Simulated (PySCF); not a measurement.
# C2H6OSSi: the cost of one run

The runs use PySCF 2.14.0, with density-fitted response routines of our own; the level of theory stands in each step. All values are computed, except where a source is named. Atoms count from 0, in the outputs and in this text.

## Step 1: Starting geometry

11 atoms, charge 0, multiplicity 1; geometry from: GFN2-xTB. The atoms were then displaced at random by about 0.01 Å, so the start is not that level's minimum.

Bonds of the start (Å): O0–S1 1.47, S1–C2 1.88, C2–Si3 1.94, Si3–C4 1.88, C4–S1 1.87, C2–H5 1.07, C2–H6 1.07, Si3–H7 1.47, Si3–H8 1.49, C4–H9 1.07, C4–H10 1.10.

## Step 2: Geometry optimisation at PBE0-D3(BJ)/def2-SVP

The job: settings as JSON, then the geometry in Å.

```
{"job": {"xc": "PBE0", "basis": "def2-SVP", "d3": "d3bj", "grid": 1, "shake": 0.01, "kind": "geom"}, "charge": 0, "multiplicity": 1}
O      0.240940    -1.855450     1.517380
S      0.297670    -1.527800     0.084710
C     -1.205480    -0.467390    -0.319910
Si    -0.196760     1.168050    -0.086830
C      1.306420     0.039460    -0.066280
H     -1.510530    -0.693140    -1.324490
H     -1.980640    -0.697230     0.378200
H     -0.281780     2.067200    -1.242720
H     -0.494540     1.825780     1.213260
H      1.883570    -0.003140    -0.964420
H      1.979250     0.117820     0.795430
```

On the command line:

```bash
> OMP_NUM_THREADS=1 python probes_run.py task.json out
```

One launch serves the whole session: the jobs run in the order shown.

**Question.** How long does this first job take on 1 thread of Arm Neoverse V1, shared host, and how much memory does it need?

About 51 s, with a peak of 0.46 GiB.
